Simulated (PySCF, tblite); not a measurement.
**C5H11OS radical: geometry, infrared bands and EPR parameters**

What infrared bands and EPR parameters should C5H11OS radical (`[CH2]SC(C)(C)OC`) show?

Programs: tblite 0.8.0 and PySCF 2.14.0, with density-fitted response routines of our own. Each step states its level of theory. These are calculated values for one molecule in the gas phase, unless marked as measured. Atoms count from 0, in the outputs and in this text.

## (1) The starting structure

18 atoms, charge 0, multiplicity 2; geometry from: force field or distance geometry start.

Bonds of the start (Å): C0–S1 1.73, S1–C2 1.82, C2–C3 1.54, C2–C4 1.54, C2–O5 1.43, O5–C6 1.43, C0–H7 1.08, C0–H8 1.08, C3–H9 1.09, C3–H10 1.09, C3–H11 1.11, C4–H12 1.10, C4–H13 1.09, C4–H14 1.11, C6–H15 1.08, C6–H16 1.10, C6–H17 1.09.

## (2) Relaxing the molecule with GFN2-xTB

Job settings and geometry (Å):

```
{"job": {"kind": "relax", "xc": "GFN2-xTB", "basis": "xTB"}, "charge": 0, "multiplicity": 2}
C      1.674200    -1.933600     0.279300
S      0.435600    -1.167100     1.216500
C     -0.401200    -0.111100    -0.013200
C     -1.239400    -1.006500    -0.948000
C     -1.370100     0.833800     0.731700
O      0.496800     0.598200    -0.875500
C      1.220600     1.674200    -0.283500
H      2.316300    -2.667000     0.741900
H      1.829200    -1.665200    -0.757100
H     -0.607900    -1.683700    -1.527800
H     -1.793300    -0.409900    -1.670600
H     -1.971300    -1.621100    -0.386000
H     -0.852900     1.459700     1.470300
H     -2.154600     0.286100     1.247400
H     -1.852200     1.533300     0.021400
H      1.976600     2.002900    -0.982000
H      1.729200     1.370100     0.642000
H      0.555700     2.513100    -0.085200
```

Run with:

```console
OMP_NUM_THREADS=1 python probes_run.py task.json out
```

The driver reads the jobs from task.json and runs them one after another.

**Question.** This job is followed by: GFN2-xTB harmonic vibrations, gas phase; UKS B3LYP, pcH-1 on C H O S, non-relativistic, mean-field spin-orbit, GIAO. What will the session give for the following? strongest single infrared mode (GFN2-xTB); zero-point energy (GFN2-xTB); g(iso) (B3LYP); ⟨S²⟩; largest a(iso) (averaged by class); potential on the surface of density 0.002 e/bohr³, 1st and 99th percentile.

The runs gave:

| quantity | value |
| --- | --- |
| strongest single infrared mode (GFN2-xTB) | 1200 cm⁻¹, 95 km/mol |
| zero-point energy (GFN2-xTB) | 92.5 kcal/mol |
| g(iso) (B3LYP) | 2.00517 |
| ⟨S²⟩ | 0.754 (exact 0.75) |
| largest a(iso) (averaged by class) | 13C on C0, 120.9 MHz |
| potential on the surface of density 0.002 e/bohr³, 1st and 99th percentile | -1.12 V and 0.83 V |

**Reading.** Relaxing lowered the energy by 0.197 eV in 50 steps; the close pair that moved most is S1–C2, from 1.824 to 1.892 Å. All 48 modes are real, so the xTB geometry is a minimum. The strongest single mode, at 1200 cm⁻¹, moves mainly C2. GFN2-xTB is a fitted tight-binding method: band positions and strengths are rough. Its intensities can rank the bands wrongly. C0 carries the largest spin population, 0.85 e. The isotropic g lies 2.9 ppt above the free-electron value. These values are for one conformer; the search (at its own cheap level) found 2 more, at 0.00, 2.35 kcal/mol (those within 0.05 may be mirror or relabelled copies), and measured spectra average over such forms.
